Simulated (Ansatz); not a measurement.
# Ge2Sb2Te5 (Cm) in Ansatz: band structure with r2SCAN

Aim: the band structure of Ge2Sb2Te5 with r2SCAN.

All numbers are computed with Ansatz 0.2.0; they aren't measurements. Logs are shortened: lines on timing, memory, paths and dates and some standing lists are left out, and cuts for length are marked.

## (1) The structure

Symmetry: Cm, No. 8, monoclinic system. Conventional cell: a = 13.678 Å, b = 6.132 Å, c = 9.672 Å, α = 90.00°, β = 134.93°, γ = 90.00°. Te (site symmetry m) is surrounded by 2 Ge at 2.85 to 3.19 Å and 3 Sb at 3.07 to 3.14 Å. Te (site symmetry m) is surrounded by 2 Sb at 2.95 to 3.20 Å and 3 Ge at 3.07 to 3.08 Å. Te (site symmetry m) has 3 Ge at 2.82 to 3.07 Å and 2 Sb at 3.14 to 3.19 Å as nearest neighbours. Te (site symmetry m) has 2 Ge at 2.95 to 3.00 Å and 2 Sb at 3.02 to 3.06 Å as nearest neighbours. Te (site symmetry m) is surrounded by 3 Sb at 2.98 to 3.07 Å and 2 Ge at 3.05 to 3.20 Å. Sb (site symmetry m) is surrounded by 6 Te at 2.95 to 3.19 Å. Sb (site symmetry m) is surrounded by 6 Te at 2.98 to 3.20 Å. Ge (site symmetry m) is surrounded by 6 Te at 2.82 to 3.19 Å.

The cell comes from a database or a generator and needn't be the stable form of this composition.

## (2) Band structure, r2SCAN

File input.yaml:

```yaml
crystal:
  lattice:
    - [6.839136, -3.066006, 0.0]
    - [6.839136, 3.066006, 0.0]
    - [-6.830977, 0.0, 6.847609]
  atoms:
    - { symbol: Te, position: [0.594702, 0.594702, 0.386433] }
    - { symbol: Te, position: [0.795288, 0.795288, 0.196112] }
    - { symbol: Te, position: [0.008324, 0.008324, 0.006435] }
    - { symbol: Te, position: [0.206519, 0.206519, 0.809803] }
    - { symbol: Te, position: [0.399959, 0.399959, 0.597118] }
    - { symbol: Sb, position: [0.901708, 0.901708, 0.587873] }
    - { symbol: Sb, position: [0.11187, 0.11187, 0.417352] }
    - { symbol: Ge, position: [0.284287, 0.284287, 0.18783] }
    - { symbol: Ge, position: [0.497343, 0.497343, 0.011044] }
hamiltonian:
  xc: r2scan
  pseudopotentials: { kind: paw }
kpoints:
  mp_grid: { grid: [5, 5, 4] }
  band_path:
    path:
      - [[-0.5, -0.5, 0.5], [0.0, 0.0, 0.0], [0.0, 0.0, -0.5]]
      - [[-0.5, -0.5, 0.0], [0.0, 0.0, 0.0], [0.5, 0.0, 0.0]]
      - [[0.0, -0.5, 0.5], [0.0, 0.0, 0.0], [0.5, 0.0, -0.5]]
      - [[0.0, -0.5, 0.0], [0.0, 0.0, 0.0]]
    npoints: 10
scf:
  occupations: { method: fermi_dirac, width: 0.05 }
  n_extra_bands: 22
output:
  forces: true
  stress: true
  eigenvalues: true
  fatbands: true
```

Potentials or basis: Ansatz PAW.

Started as:

```console
$ ansatz run input.yaml --threads 4 --pin off --max-ram 11264MiB --backend cpu --events-out ev --progress --plain --runs-dir out
```

The log of the run:

```text
Warning: RAYON_NUM_THREADS=4 ignored (pool sized by the plan → 4); use --threads N
scf.n_extra_bands = 22 over 69 filled bands (N_el = 138.0): the run solves 91 bands
Engine: ansatz 0.2.0, aarch64-unknown-linux-gnu
Pseudopotentials: kind: paw
Pseudopotential: Te, paw, valence charge 16, recommended cutoff 500 eV (meta_gga), Te.paw.azcp
Pseudopotential: Sb, paw, valence charge 15, recommended cutoff 500 eV (meta_gga), Sb.paw.azcp
Pseudopotential: Ge, paw, valence charge 14, recommended cutoff 500 eV (meta_gga), Ge.paw.azcp
Functional definition: r2SCAN
  parameter k0 = 0.174
  parameter k1 = 0.065
  parameter a1 = 4.9479
  exchange = r2scan_x(k0 = k0, k1 = k1, a1 = a1)
  correlation = r2scan_c
Crystal: 9 atoms, lattice volume = 287.173 Å³
Basis set: ecut = 500 eV, 7303 PW (Γ), exchange–correlation on 240×240×288 points (64 copies of the dense FFT grid, shifted against one another)
Bands: 91, of which v1, the nominal top of the filled ones, is band 69 counted from 1 (68 counted from 0)
Symmetry: 2 space group operations
[... 46 lines left out ...]
  E_ewald      = -13262.582920
  E_core_change = 0.264820  (= ΣΔE_core)
  E_smearing   = -0.004541  (= −TS)
  E_closure    = -0.000000  (closes the sum)
  Σ components = -56578.424388   (vs F -56578.424388, Δ=0.00e0)
--- Forces (eV/Å), atoms counted from 1 ---
  atom   1  Te     0.09781462     0.00000000     0.03707039
  atom   2  Te    -0.04570317     0.00000000     0.05727772
  atom   3  Te     0.07113044     0.00000000     0.07978462
  atom   4  Te     0.07006229     0.00000000    -0.08820402
  atom   5  Te     0.04885537     0.00000000    -0.08558917
  atom   6  Sb     0.08600906     0.00000000    -0.18111364
  atom   7  Sb     0.00054521     0.00000000     0.09526094
  atom   8  Ge    -0.28637806     0.00000000    -0.08690928
  atom   9  Ge    -0.04233176     0.00000000     0.17242994
  max |Σ_I F_I| component: 7.49e-6 eV/Å
--- Stress (GPa, compression-positive) ---
       -0.796249       0.000000      -0.115706
        0.000000      -1.200890       0.000000
       -0.115706       0.000000      -0.911521
  P = ⅓ Tr σ = -0.9696 GPa (-9.696 kbar)
--- Band table (eV; the first three rows and the last of 33) ---
  k-point 0: bands = ["-29.7110", "-29.6931", "-29.6666", "-29.6537", "-29.6348", "-29.6186", "-29.6162", "-29.6092", "-29.5568", "-29.5534", "-29.5291", "-29.5219", "-29.5112", "-29.5017", "-29.5010", "-29.4363", "-29.4315", "-29.4068", "-29.4001", "-29.3998", "-29.2586", "-29.2506", "-29.0942", "-29.0900", "-29.0439", "-22.3430", "-22.3382", "-22.3379", "-22.3312", "-22.3252", "-22.3243", "-22.3234", "-22.3221", "-22.3215", "-22.3180", "-17.4068", "-17.3976", "-17.3937", "-17.3923", "-17.3903", "-17.3854", "-17.3836", "-17.3677", "-17.3672", "-17.3615", "-5.3122", "-3.4106", "-3.2657", "-3.1094", "-2.8732", "-1.4212", "-0.8692", "-0.2551", "1.9992", "2.9425", "3.4104", "3.4171", "3.5436", "3.8695", "4.1816", "4.2677", "5.1165", "6.1327", "6.3026", "6.3478", "7.0582", "7.3124", "7.4548", "7.4671", "9.0715", "9.3579", "10.5099", "10.5577", "11.5685", "11.9838", "12.2124", "12.3068", "12.8739", "13.0143", "13.0483", "13.1956", "13.4862", "13.5462", "13.6312", "13.9067", "14.0475", "14.8613", "14.9187", "14.9432", "15.6184", "15.7761"]
  k-point 1: bands = ["-29.7110", "-29.6931", "-29.6666", "-29.6537", "-29.6348", "-29.6186", "-29.6162", "-29.6092", "-29.5568", "-29.5534", "-29.5291", "-29.5219", "-29.5112", "-29.5017", "-29.5010", "-29.4363", "-29.4315", "-29.4068", "-29.4001", "-29.3998", "-29.2586", "-29.2506", "-29.0942", "-29.0900", "-29.0439", "-22.3430", "-22.3382", "-22.3379", "-22.3312", "-22.3252", "-22.3243", "-22.3234", "-22.3221", "-22.3215", "-22.3180", "-17.4068", "-17.3975", "-17.3937", "-17.3922", "-17.3903", "-17.3854", "-17.3836", "-17.3677", "-17.3672", "-17.3615", "-5.1730", "-3.8218", "-3.3070", "-3.0759", "-2.8589", "-1.3341", "-0.5310", "-0.0293", "1.6946", "2.7887", "2.8682", "3.3387", "3.3772", "4.1475", "4.7936", "5.1311", "5.1913", "5.6728", "6.0624", "6.2465", "6.8405", "7.1924", "7.3611", "7.5694", "9.2016", "9.9240", "10.2746", "10.3394", "11.1134", "11.3999", "11.5698", "12.0961", "12.7134", "12.9358", "13.1486", "13.2919", "13.3186", "13.8403", "13.9405", "14.2033", "14.5470", "14.5921", "14.9338", "15.0511", "15.3766", "15.9551"]
  k-point 2: bands = ["-29.7110", "-29.6931", "-29.6666", "-29.6537", "-29.6348", "-29.6186", "-29.6162", "-29.6092", "-29.5568", "-29.5534", "-29.5291", "-29.5219", "-29.5112", "-29.5017", "-29.5010", "-29.4363", "-29.4315", "-29.4068", "-29.4001", "-29.3998", "-29.2586", "-29.2506", "-29.0942", "-29.0900", "-29.0439", "-22.3430", "-22.3382", "-22.3379", "-22.3312", "-22.3252", "-22.3242", "-22.3234", "-22.3222", "-22.3215", "-22.3180", "-17.4068", "-17.3975", "-17.3937", "-17.3922", "-17.3903", "-17.3854", "-17.3836", "-17.3677", "-17.3672", "-17.3615", "-4.9428", "-4.2583", "-3.2898", "-3.0637", "-2.9076", "-1.2571", "-0.2408", "0.4172", "1.1165", "2.5853", "2.6809", "3.3330", "3.9331", "4.2853", "4.4415", "5.0682", "5.2165", "5.7446", "6.1999", "6.4626", "7.0813", "7.1938", "7.2374", "7.6112", "8.6726", "9.4810", "9.8989", "10.6611", "10.8865", "11.0291", "11.9205", "12.0200", "12.5500", "12.7645", "12.9790", "13.3109", "13.3729", "13.6948", "14.0796", "14.1345", "14.4268", "14.8730", "15.3898", "15.6406", "15.8818", "16.3169"]
  k-point 32: bands = ["-29.7109", "-29.6931", "-29.6666", "-29.6535", "-29.6348", "-29.6186", "-29.6162", "-29.6092", "-29.5568", "-29.5534", "-29.5291", "-29.5219", "-29.5112", "-29.5017", "-29.5010", "-29.4363", "-29.4315", "-29.4068", "-29.4001", "-29.3998", "-29.2586", "-29.2506", "-29.0942", "-29.0900", "-29.0439", "-22.3436", "-22.3382", "-22.3377", "-22.3313", "-22.3252", "-22.3250", "-22.3235", "-22.3220", "-22.3212", "-22.3178", "-17.4068", "-17.3976", "-17.3938", "-17.3921", "-17.3903", "-17.3854", "-17.3836", "-17.3677", "-17.3672", "-17.3615", "-4.7568", "-4.2496", "-3.3010", "-3.1712", "-2.9481", "-1.2996", "-0.7518", "0.2152", "0.7092", "2.6840", "3.3997", "3.9670", "4.1735", "4.2344", "4.9460", "5.1789", "5.6352", "5.8740", "6.1316", "6.2801", "7.1342", "7.3221", "7.3828", "7.5915", "8.5267", "9.2991", "10.1131", "10.2361", "10.4289", "10.5965", "11.1532", "11.8237", "11.9809", "12.0587", "12.6900", "13.0002", "13.1279", "13.5072", "13.8776", "14.2455", "14.5162", "14.8010", "15.8427", "16.0029", "16.2981", "16.4764"]
```

Wall time 3.6 min (4 threads of Arm Neoverse V1, shared host); peak memory 2.5 GiB.

What came out:

| Property | Result |
| --- | --- |
| Free energy | -56578.4244 eV |
| Pressure | -1.0 GPa |
| Largest force | 0.299 eV/Å |
| Band gap on the k mesh | 0.26 eV, indirect (least direct gap 0.34 eV) |
| Band gap along the path | 0.02 eV, direct |

Forces on the atoms (eV/Å):
```
Te   0.098  0.000  0.037
Te  -0.046  0.000  0.057
Te   0.071  0.000  0.080
Te   0.070  0.000 -0.088
Te   0.049  0.000 -0.086
Sb   0.086  0.000 -0.181
Sb   0.001  0.000  0.095
Ge  -0.286  0.000 -0.087
Ge  -0.042  0.000  0.172
```

Levels at the corners of the path, in eV from the valence-band top:
| point | band 67 | band 68 | band 69 | band 70 | band 71 | band 72 |
| --- | --- | --- | --- | --- | --- | --- |
| X | -0.82 | -0.68 | -0.38 | 0.67 | 1.53 | 2.15 |
| Γ | -0.67 | -0.52 | -0.51 | 1.09 | 1.38 | 2.53 |
| Y | -0.79 | -0.74 | -0.37 | 0.69 | 1.50 | 1.92 |
| L | -1.00 | -0.94 | -0.91 | 2.21 | 2.76 | 2.94 |
| Γ | -0.67 | -0.52 | -0.51 | 1.09 | 1.38 | 2.53 |
| Z | -0.79 | -0.63 | 0.00 | 0.02 | 0.60 | 0.73 |
| N | -0.79 | -0.70 | -0.04 | 0.25 | 0.38 | 0.77 |
| Γ | -0.67 | -0.52 | -0.51 | 1.09 | 1.38 | 2.53 |
| M | -0.79 | -0.70 | -0.04 | 0.25 | 0.38 | 0.77 |
| R | -0.79 | -0.63 | 0.00 | 0.02 | 0.60 | 0.73 |
| Γ | -0.67 | -0.52 | -0.51 | 1.09 | 1.38 | 2.53 |

Caveat: the k mesh misses the band edges, so the gap on the mesh is wider than the one along the path; spin-orbit coupling is left out, which moves the levels of the heavy elements; the PAW data sets come from PBE, with cores solved anew for the run's functional, which leaves a small shift of forces and pressure.
